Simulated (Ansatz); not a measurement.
**BBrH₂N radical (SMILES [NH]BBr): functionals against CCSD(T) at one geometry**

The atoms stand at a structure displaced at random from a GFN2-xTB minimum. How far do the functionals agree with CCSD(T) there?

Method: single points in def2-TZVPP; program: Ansatz 0.2.0, Gaussian basis.

Correlated methods freeze the cores. Filled d shells of the heavier atoms are correlated. Orbitals are unrestricted.

### 1 The starting structure

SMILES `[NH]BBr`, 5 atoms, charge 0, spin multiplicity 2.

Atoms are counted from 1 here; the program's logs count them from 0.

Bond lengths: N1–B2 1.315 Å, N1–H4 0.814 Å, B2–Br3 1.872 Å, B2–H5 1.269 Å. Angles: B2–N1–H4 153.6°, N1–B2–Br3 115.6°, N1–B2–H5 124.2°, Br3–B2–H5 120.1°.

Coordinates:

```
N    -0.5190   -0.7171   -0.1676
B     0.3951    0.1509    0.2057
Br    0.0460    1.9355   -0.2369
H    -1.2404   -0.9272   -0.4810
H     1.4876   -0.1631    0.7692
```

### 2 CCSD(T)/def2-TZVPP

run/in.yaml reads:

```yaml
crystal:
  periodic: [false, false, false]
  atoms:
    - {symbol: N, position_ang: [-0.519000, -0.717100, -0.167600]}
    - {symbol: B, position_ang: [0.395100, 0.150900, 0.205700]}
    - {symbol: Br, position_ang: [0.046000, 1.935500, -0.236900]}
    - {symbol: H, position_ang: [-1.240400, -0.927200, -0.481000]}
    - {symbol: H, position_ang: [1.487600, -0.163100, 0.769200]}
basis:
  gaussian: {orbitals: def2-TZVPP}
magnetization: {spin_polarized: true, initial_magnetization: 1}
correlation: {method: ccsd_t}
scf: {omitted_lower_state_checks: [cluster_reference]}
output: {forces: true}
```

No record of the launch command was kept for these runs.

### 3 PBE0-D4/def2-TZVPP

run/in.yaml, as its differences from that of step 2:

```diff
@@ -11,4 +11,3 @@
 magnetization: {spin_polarized: true, initial_magnetization: 1}
-correlation: {method: ccsd_t}
-scf: {omitted_lower_state_checks: [cluster_reference]}
-output: {forces: true}
+hamiltonian: {xc: pbe0, dispersion: d4}
+output: {forces: true, orbitals: {seedname: orbitals}}
```

### 4 wB97M-V/def2-TZVPP

run/in.yaml, as its differences from that of step 3:

```diff
@@ -11,3 +11,3 @@
 magnetization: {spin_polarized: true, initial_magnetization: 1}
-hamiltonian: {xc: pbe0, dispersion: d4}
-output: {forces: true, orbitals: {seedname: orbitals}}
+hamiltonian: {xc: {name: wB97M-V}}
+output: {forces: true}
```

### 5 r2SCAN-D4/def2-TZVPP

run/in.yaml, as its differences from that of step 4:

```diff
@@ -11,3 +11,3 @@
 magnetization: {spin_polarized: true, initial_magnetization: 1}
-hamiltonian: {xc: {name: wB97M-V}}
+hamiltonian: {xc: r2scan, dispersion: d4}
 output: {forces: true}
```

### 6 PBE-D4/def2-TZVPP

run/in.yaml, as its differences from that of step 5:

```diff
@@ -11,3 +11,3 @@
 magnetization: {spin_polarized: true, initial_magnetization: 1}
-hamiltonian: {xc: r2scan, dispersion: d4}
+hamiltonian: {xc: pbe, dispersion: d4}
 output: {forces: true}
```

### 7 BHLYP-D4/def2-TZVPP

run/in.yaml, as its differences from that of step 6:

```diff
@@ -11,3 +11,3 @@
 magnetization: {spin_polarized: true, initial_magnetization: 1}
-hamiltonian: {xc: pbe, dispersion: d4}
+hamiltonian: {xc: {name: BHLYP}, dispersion: d4}
 output: {forces: true}
```

### 8 HSE06-D4/def2-TZVPP

run/in.yaml, as its differences from that of step 7:

```diff
@@ -11,3 +11,3 @@
 magnetization: {spin_polarized: true, initial_magnetization: 1}
-hamiltonian: {xc: {name: BHLYP}, dispersion: d4}
+hamiltonian: {xc: hse06, dispersion: d4}
 output: {forces: true}
```

(Steps that only read results are left out.)

**Question.** What will these runs give? Wanted: energy less free atoms, CCSD(T)/def2-TZVPP; RMS force component; RMS force error; HOMO and LUMO, PBE0-D4; T1 diagnostic.

**Answer**, as computed:

```
                                  quantity                                                                                             value
energy less free atoms, CCSD(T)/def2-TZVPP                                                                                    -1371.0 kJ/mol
                       RMS force component                                                              5.935 to 6.180 eV/Å over the methods
                           RMS force error  PBE0-D4 0.220, wB97M-V 0.158, r2SCAN-D4 0.200, PBE-D4 0.323, BHLYP-D4 0.192, HSE06-D4 0.223 eV/Å
                    HOMO and LUMO, PBE0-D4                                                                                -8.20 and -4.09 eV
                             T1 diagnostic                                                                                             0.017
```

What this shows: Against CCSD(T) the functionals' energies less atoms differ by -131.5 to -33.7 kJ/mol, PBE-D4 by -131.5 kJ/mol. The reference is not at the basis limit: in triple zeta CCSD(T) underbinds, which counts against methods that bind more; the gaps are no ranking. On forces the order runs from wB97M-V to PBE-D4. Frozen-core CCSD(T) forces in triple zeta carry basis errors of their own, and this is one geometry, so small gaps rank nothing.
